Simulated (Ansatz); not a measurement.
# U-revPBE/def2-SVP (core potential) run of SnSiH4OF (SMILES [F][SnH][O][SiH3])

Aim: the vertical ionisation energy of SnSiH4OF at U-revPBE/def2-SVP (core potential), from 2 runs. 

Program for the calculation: Ansatz 0.2.0.

106 further runs of the same task are left out: 3 that didn't finish, 103 set aside as unsound or not needed. Runs told in other sessions of the task aren't counted.

## (1) The system as given

SnSiH4OF has 8 atoms, charge 0, and is taken as a doublet. As SMILES, `[F][SnH][O][SiH3]`. The coordinates come from a PBE0-D4/def2-TZVP relaxation. This is one conformer, not always the lowest.

Bond lengths: F1–Sn2 1.929 Å, Sn2–O3 1.951 Å, O3–Si4 1.640 Å, Sn2–H5 1.742 Å, Si4–H6 1.486 Å, Si4–H7 1.486 Å, Si4–H8 1.489 Å. Angles: F1–Sn2–O3 102.1°, Sn2–O3–Si4 137.7°, F1–Sn2–H5 106.1°, O3–Sn2–H5 105.6°, O3–Si4–H6 108.6°, O3–Si4–H7 110.5°, O3–Si4–H8 111.0°, H6–Si4–H7 109.2°, H6–Si4–H8 108.8°, H7–Si4–H8 108.7°.

## (2) The energy at U-revPBE/def2-SVP (core potential)

File in.yaml:

```yaml
crystal:
  periodic: [false, false, false]
  atoms:
    - {symbol: F, position_ang: [-1.607300, 1.731700, 1.020300]}
    - {symbol: Sn, position_ang: [-0.420700, 1.874500, -0.493500]}
    - {symbol: O, position_ang: [0.210000, 0.039300, -0.694400]}
    - {symbol: Si, position_ang: [0.713800, -1.182700, 0.276900]}
    - {symbol: H, position_ang: [-1.435700, 2.176300, -1.877100]}
    - {symbol: H, position_ang: [1.729100, -1.982100, -0.456700]}
    - {symbol: H, position_ang: [-0.427200, -2.061300, 0.643600]}
    - {symbol: H, position_ang: [1.330300, -0.652900, 1.525000]}
basis:
  gaussian:
    orbitals: def2-SVP
magnetization:
  spin_polarized: true
  initial_magnetization: 1
hamiltonian:
  xc: {name: revPBE}
accuracy: high
output: {orbitals: {seedname: orbitals}}
```

Started as:

```sh
$ ansatz run in.yaml --threads 1 --pin off --max-ram 3480MiB --events-out events.jsonl --progress --plain --runs-dir runs
```

What it wrote:

```text
Warning: RAYON_NUM_THREADS=1 ignored (pool sized by the plan → 1); use --threads N
Functional definition: revPBE
  name "revPBE"
  parameter kappa = 1.245
  parameter beta = 0.06672455060314922
  exchange = pbe_x(kappa = kappa, mu = beta*pi^2/3)
  correlation = pbe_c(beta = beta)
2096 factors; integrals over basis functions are off by at most 8.4e-9 eV
mean field evaluation 1: about -18521.8551 eV, gradient 4.8e1 eV
mean field evaluation 2: about -18430.9631 eV, gradient 1.4e2 eV
mean field evaluation 4: about -18528.6357 eV, gradient 2.3e1 eV
mean field evaluation 8: about -18530.5239 eV, gradient 2.8e-1 eV
mean field evaluation 16: about -18530.5244 eV, gradient 7.5e-5 eV
mean field -18530.52443345 eV, -680.9842124888 hartree, gradient 3.5e-8 eV, S^2 0.752655; 0 other end points of the search recorded, 0 dependent functions left out
reference -18530.52443832 eV, -680.9842126675 hartree; 29, 28 occupied and 63, 64 virtual orbitals, 2096 factors
Total energy: -18530.52443832 eV, -680.9842126675 hartree
```

Wall time 14 s (1 thread of Arm Neoverse V1, shared host); peak memory 0.31 GiB.

## (3) The singlet cation

File molecule.yaml:

```yaml
crystal:
  periodic: [false, false, false]
  atoms:
    - {symbol: F, position_ang: [-1.607300, 1.731700, 1.020300]}
    - {symbol: Sn, position_ang: [-0.420700, 1.874500, -0.493500]}
    - {symbol: O, position_ang: [0.210000, 0.039300, -0.694400]}
    - {symbol: Si, position_ang: [0.713800, -1.182700, 0.276900]}
    - {symbol: H, position_ang: [-1.435700, 2.176300, -1.877100]}
    - {symbol: H, position_ang: [1.729100, -1.982100, -0.456700]}
    - {symbol: H, position_ang: [-0.427200, -2.061300, 0.643600]}
    - {symbol: H, position_ang: [1.330300, -0.652900, 1.525000]}
basis:
  gaussian:
    orbitals: def2-SVP
output: {orbitals: {seedname: orbitals}}
total_charge: 1
hamiltonian:
  xc: {name: revPBE}
accuracy: high
```

Started as:

```sh
$ ansatz run molecule.yaml --threads 1 --pin off --max-ram 3480MiB --events-out events.jsonl --progress --plain --runs-dir runs
```

What it wrote, shortened:

```text
Warning: RAYON_NUM_THREADS=1 ignored (pool sized by the plan → 1); use --threads N
[... 6 set-up lines as earlier in the session ...]
2092 factors; integrals over basis functions are off by at most 8.4e-9 eV
mean field evaluation 1: about -18498.4191 eV, gradient 1.1e2 eV
mean field evaluation 2: about -18233.3062 eV, gradient 3.0e2 eV
mean field evaluation 4: about -18502.6436 eV, gradient 4.6e1 eV
mean field evaluation 8: about -18521.7389 eV, gradient 2.6e0 eV
mean field evaluation 16: about -18521.7571 eV, gradient 5.5e-3 eV
mean field -18521.75713829 eV, -680.6620203342 hartree, gradient 3.7e-8 eV, S^2 0.000000; 0 other end points of the search recorded, 0 dependent functions left out
reference -18521.75714337 eV, -680.6620205208 hartree; 28, 28 occupied and 64, 64 virtual orbitals, 2092 factors
Total energy: -18521.75714337 eV, -680.6620205208 hartree
```

Run time: 9.3 s. Hardware: 1 thread of Arm Neoverse V1, shared host; peak memory 0.24 GiB.

## (4) What came out

Level: U-revPBE/def2-SVP (core potential).

| quantity | value |
| --- | --- |
| doublet SnSiH4OF: total energy | -680.98421 Eh |
| doublet SnSiH4OF: HOMO energy (highest over α and β) | -5.80 eV |
| doublet SnSiH4OF: LUMO energy (lowest over α and β) | -4.72 eV |
| doublet SnSiH4OF: ⟨S²⟩ | 0.753 |
| singlet cation: total energy | -680.66202 Eh |
| singlet cation: HOMO energy | -12.18 eV |
| singlet cation: LUMO energy | -11.60 eV |
| singlet cation: HOMO–LUMO gap | 0.58 eV |
| vertical ionisation energy (to the singlet cation) | 8.767 eV |

In words: Removing an electron at fixed nuclei costs 8.77 eV (846 kJ/mol). Only the singlet of the ionised species was computed; a triplet could lie lower.
